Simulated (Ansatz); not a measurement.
# GdTl3, space group Pm-3m: a comparison of magnetic orders

Computed with Ansatz 0.2.0, Python API.

Interactive session:
```pycon
>>> import warnings
>>> import ansatz as az
>>> import numpy as np
>>> XC = "pbesol"
>>> K_LENGTH = 20
>>> SIGMA = 0.15
>>> SCF_TOL = 1e-10
>>> def count_gap(report):
...     # lowest empty less highest filled band, counting bands; zero where they overlap
...     return max(report.get("gap_by_band_count_ev") or 0.0, 0.0)
...
>>> CELL = [
...     [4.69, 0.0, 0.0],
...     [0.0, 4.69, 0.0],
...     [0.0, 0.0, 9.38],
... ]
>>> ATOMS = [
...     ("Gd", [0.0, 0.0, 0.0]),
...     ("Tl", [0.0, 0.5, 0.25]),
...     ("Tl", [0.5, 0.0, 0.25]),
...     ("Tl", [0.5, 0.5, 0.0]),
...     ("Gd", [0.0, 0.0, 0.5]),
...     ("Tl", [0.0, 0.5, 0.75]),
...     ("Tl", [0.5, 0.0, 0.75]),
...     ("Tl", [0.5, 0.5, 0.5]),
... ]
>>> def magnet(moments):
...     crystal = az.Crystal(lattice=az.Lattice.of(CELL))
...     for (symbol, position), moment in zip(ATOMS, moments):
...         crystal = crystal.atom(symbol, position, moment=moment or None)
...     return crystal
...
>>> warnings.simplefilter("ignore", az.DeckWarning)
>>> orders = {
...     "FM": [5.6, 0, 0, 0, 5.6, 0, 0, 0],
...     "AFM": [5.6, 0, 0, 0, -5.6, 0, 0, 0],
... }
>>> rows = []
>>> for label, moments in orders.items():
...     job = magnet(moments).calculation()
...     job = job.functional(XC).kpoints(length=K_LENGTH)
...     job = job.occupations(az.OccupationsMethod.FERMI_DIRAC, width=SIGMA)
...     job = job.scf(tolerance=SCF_TOL)
...     job = job.spin("collinear")
...     job = job.band_table()
...     data = job.run().report
...     rows.append((label, data["free_energy_ev"], data["magnetization_mub"], data["absolute_magnetization_mub"], max(abs(m) for m in data["site_moments_mub"]), count_gap(data)))
...     print(label, "site moments:", [round(m, 2) for m in data["site_moments_mub"]])
...
FM site moments: [6.9, -0.01, -0.01, -0.01, 6.9, -0.01, -0.01, -0.01]
AFM site moments: [6.95, -0.0, -0.0, 0.0, -6.95, 0.0, 0.0, -0.0]
>>> lowest = min(row[1] for row in rows)
>>> rows = [(row[0], 1000 * (row[1] - lowest) / 2, *row[2:]) for row in sorted(rows, key=lambda row: row[1])]
>>> lines = [",".join(["order", "meV/magnetic atom", "net muB", "absolute muB", "largest site muB", "gap by band count eV"])] + [",".join(f"{v:.4f}" if isinstance(v, float) else str(v) for v in row) for row in rows]
>>> print("\n".join(lines))
order,meV/magnetic atom,net muB,absolute muB,largest site muB,gap by band count eV
AFM,0.0000,0.0000,14.2950,6.9536,0.0000
FM,15.4621,13.8066,14.0932,6.9019,0.0000
>>> with open("orders.csv", "w") as handle:
...     handle.write("\n".join(lines) + "\n")
...
164
>>> print("lowest of these starts:", rows[0][0])
lowest of these starts: AFM
```

In order of energy: antiferro- or ferrimagnetic (+0.0 meV an atom, largest site moment 6.95 μB) and ferromagnetic (+3.9 meV an atom, largest site moment 6.90 μB). These are the states reached from the starts typed.

Reading the output:
- Open f shells: without a Hubbard U, without spin-orbit coupling; the state reached hangs on the start and needn't be the lowest.
- The mesh is modest for a metal, so energies can be off by several to tens of meV an atom and pressures by half a GPa or more; differences at equal mesh fare better.
- The smearing is wide enough that free energy and stress hold a thermal part of the electrons.
- A gap by band count of zero or less means overlapping bands, a metal.
- The starting cell is as deposited in a crystallographic database; the results hold for this polymorph, which needn't be the stable one.
- Levels are Kohn-Sham eigenvalues on this mesh, without spin-orbit coupling.
- Each row is the state reached from that start at the given structure, not necessarily the lowest of its order; other orders weren't tried.
- Run time: 24 s on 1 thread of Intel(R) Xeon(R) 6975P-C (Granite Rapids), with other jobs on the host, peak memory 0.75 GiB.
